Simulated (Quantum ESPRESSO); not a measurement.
ZrB: phonon spectrum and thermodynamics under several settings

```
CELL_PARAMETERS angstrom
0.00000 2.32500 2.32500
2.32500 0.00000 2.32500
2.32500 2.32500 0.00000
ATOMIC_POSITIONS crystal
Zr 0.00000 0.00000 0.00000
B 0.50000 0.50000 0.50000
```

All runs used Quantum ESPRESSO 7.5; relaxed cell; no spin polarisation; cutoff 612 eV; occupations methfessel-paxton, width 0.272 eV.

| level | potentials | k mesh (s: shifted) | volume (Å³/atom) | q mesh | highest frequency (cm⁻¹) | zero-point energy (meV/atom) | entropy at room temperature (k_B/atom) |
| --- | --- | --- | --- | --- | --- | --- | --- |
| PBEsol | GBRV 1.5 PBEsol | 8 × 8 × 8 | 14.37 | 4 × 4 × 4 | 532 | 58.5 | 2.44 |
| PBE | GBRV 1.5 PBE | 9 × 9 × 9 | ? | 3 × 3 × 3 | ? | ? | ? |

Question: What stands in the row left open?

Answer: Volume 14.73 Å³/atom; highest frequency 516 cm⁻¹; zero-point energy 58.0 meV/atom; entropy at room temperature 2.46 k_B/atom.

Caveats: λ from interpolated matrix elements is rough: modes that symmetry makes equal can differ by tens of percent; the mesh is thin for the phonons of a metal (some runs); the volume moved by over 15 % at a fixed basis, so the end points are rough (some runs).

For the row left open. Caveat: the volume moved by over 15 % at a fixed basis, so the end points are rough; λ from interpolated matrix elements is rough: modes that symmetry makes equal can differ by tens of percent.
